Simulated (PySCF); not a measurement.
# CeH3O3 (Ce(OH)3): the cost of one run

The runs use PySCF 2.14.0; r2SCAN, Ce lcecp-1-SVP with ECP47, O def2-SVP, H def2-SVP; scalar-relativistic core potentials, no spin–orbit coupling.

5 further runs of the same task are left out: 1 for a known fault of the program, 3 that didn't finish, 1 set aside as unsound or not needed.

## Step 1: Where the work starts

7 atoms, charge 0, spin multiplicity 1.

Bond lengths: Ce1–O2 2.156 Å, Ce1–O4 2.156 Å, Ce1–O6 2.156 Å, O2–H3 0.960 Å, O4–H5 0.960 Å, O6–H7 0.960 Å. Angles: O2–Ce1–O4 114.2°, O2–Ce1–O6 114.3°, O4–Ce1–O6 114.2°, Ce1–O2–H3 169.4°, Ce1–O4–H5 169.4°, Ce1–O6–H7 169.4°.

Coordinates:

```
Ce    0.00000    0.00000   -0.47828
O     2.09046   -0.00002    0.04762
H     2.96285   -0.00003    0.44888
O    -1.04521    1.81040    0.04762
H    -1.48140    2.56592    0.44888
O    -1.04525   -1.81038    0.04762
H    -1.48145   -2.56589    0.44888
```

Formal oxidation states: Ce +3. Each metal's 1 4f electrons lie in its core potential, so multiplicities, spins and levels count the valence alone. An earlier session relaxed this geometry at r2SCAN, Ce lcecp-1-SVP with ECP47, O def2-SVP, H def2-SVP (singlet, point group C3v).

Its energy there is -259.613085 Eh.

## Step 2: Atoms moved at random, σ = 0.1 Å

Contents of run.py (the lines that set the calculation):

```python
mol = gto.M(atom='''
Ce    -0.01014    -0.03617    -0.33127
O      2.11115     0.15519     0.03789
H      2.86646     0.02115     0.54203
O     -0.99743     1.91049     0.04354
H     -1.49625     2.46326     0.31203
O     -1.01263    -1.84627    -0.03662
H     -1.46116    -2.66765     0.44361''',
    basis={'Ce': 'lcecp-1-SVP', 'O': 'def2-SVP', 'H': 'def2-SVP'},
    ecp={'Ce': 'lcecp-1-SVP'},
    charge=0, spin=0)
mf = dft.RKS(mol, xc='R2SCAN')
mf.grids.atom_grid = (50, 194)  # f atoms: unpruned, at least (60, 302)
mf = mf.density_fit()  # fitting sets: Ce AutoAux, O def2-universal-JKFIT, H def2-universal-JKFIT
mf.conv_tol = 1e-08; mf.max_cycle = 55
mf.kernel(dm0)  # dm0: the density of the relaxed state
```

Command:

```console
$ OMP_NUM_THREADS=2 python run.py
```

**Question.** How long does this run take on 2 threads of Arm Neoverse V2, shared host?

About 4.2 s.
